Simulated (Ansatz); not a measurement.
# Be: the cost of one run

Method: DFT PBE, scalar-relativistic, plane waves, PAW, in Ansatz 0.2.0.

2 further runs of the same task are left out: 2 set aside as unsound or not needed.

## (1) The structure to begin with

Symmetry: P6_3/mmc, No. 194, hexagonal system. The conventional cell has a = 2.265 Å, b = 2.265 Å, c = 3.561 Å, α = 90.00°, β = 90.00°, γ = 120.00°. Be (site symmetry -6m2) is surrounded by 12 Be at 2.21 to 2.26 Å.

Structure file:

```cif
data_structure
_symmetry_space_group_name_H-M 'P6_3/mmc'
_symmetry_Int_Tables_number 194
_cell_length_a 2.2650
_cell_length_b 2.2650
_cell_length_c 3.5611
_cell_angle_alpha 90.000
_cell_angle_beta 90.000
_cell_angle_gamma 120.000
_cell_volume 15.82
loop_
_atom_site_label
_atom_site_type_symbol
_atom_site_symmetry_multiplicity
_atom_site_Wyckoff_symbol
_atom_site_fract_x
_atom_site_fract_y
_atom_site_fract_z
_atom_site_occupancy
Be1 Be 2 c 0.33333 0.66667 0.25000 1
```

This cell was relaxed beforehand with the same method: volume 7.91 Å³/atom, gap on the mesh none (metal).

## (2) Bands, states and charges

The input, input.yaml:

```yaml
crystal:
  lattice:
    - [2.2649667896, 0.0, 0.0]
    - [-1.1324833948, 1.9615187785, 0.0]
    - [0.0, 0.0, 3.5610714428]
  atoms:
    - { symbol: Be, position: [0.3333333333, 0.6666666667, 0.25] }
    - { symbol: Be, position: [0.6666666667, 0.3333333333, 0.75] }
basis:
  ecutwfc: 420
kpoints:
  mp_grid: { grid: [24, 24, 12] }
  band_path:
    path:
      - [[0.0, 0.0, 0.0], [0.5, 0.0, 0.0], [0.33333333, 0.33333333, 0.0], [0.0, 0.0, 0.0], [0.0, 0.0, 0.5], [0.5, 0.0, 0.5], [0.33333333, 0.33333333, 0.5], [0.0, 0.0, 0.5]]
      - [[0.5, 0.0, 0.5], [0.5, 0.0, 0.0]]
      - [[0.33333333, 0.33333333, 0.5], [0.33333333, 0.33333333, 0.0]]
    npoints: 14
hamiltonian:
  xc: pbe
scf:
  occupations: { method: gaussian, width: 0.1 }
  n_extra_bands: 6
output:
  forces: true
  stress: true
  eigenvalues: true
  populations: true
  dos: { projected: true, de: 0.02, nscf_kmesh: { grid: [36, 36, 18] } }
  bader: true
  write_density: true
  write_potential: true
  elf: true
  volumetric_format: npy
```

Run with:

```sh
> ansatz run input.yaml --threads 1 --pin off --max-ram 2560MiB --backend cpu --events-out ev --progress --plain --runs-dir out
```

**Question.** How long does this run take on 1 thread of Arm Neoverse V2, shared host, and how much memory does it need?

About 49 s, with a peak of 0.35 GiB.
